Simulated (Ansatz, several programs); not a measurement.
Ba2SO, ordered on the rocksalt lattice (R-3m) with 4 atoms a cell, relaxed with PBE in Ansatz (plane waves, PAW): the symmetry is R-3m (No. 166, trigonal); a = 4.218 Å, c = 20.960 Å in the conventional setting, 26.91 Å³ an atom. O is surrounded by 6 Ba at 2.87 Å; S is surrounded by 6 Ba at 3.13 Å; Ba is surrounded by 3 O at 2.87 Å and 3 S at 3.13 Å. The cell was then scaled with its shape and fractional coordinates held, which makes it stiffer than a relaxed compression. (Calculated; spin-unpolarised; the phase may be known or hypothetical.)

```csv
V (Å³/atom),E (meV/atom)
25.297,17.54
26.912,0.00
27.719,3.84
28.527,14.41
```

Q: Pass a cubic E = c₀ + c₁u + c₂u² + c₃u³, with u = V − 27.114 Å³, through these points.

A: c₀ = 0.26, c₁ = +2.502, c₂ = 5.882, c₃ = -0.4009 (meV and Å³).

Q: Where is the minimum, and what bulk modulus follows?

A: dE/du = 0 at u = -0.208, so V₀ = 26.91 Å³. B = V₀ d²E/dV² = 26.91 × (2c₂ + 6c₃u) = 26.91 × 12.265 = 330 meV/Å³, and 1 meV/Å³ is 0.16022 GPa: 53 GPa. A third-order Birch-Murnaghan fit to all five points gives 26.90 Å³ and 52 GPa.

Q: Predict the energy and the pressure at the withheld volume, 26.105 Å³.

A: With u = -1.009: E ≈ 4.14 meV and P = −dE/dV ≈ +1.70 GPa. The run gives 4.09 meV and, from its stress, +1.69 GPa.
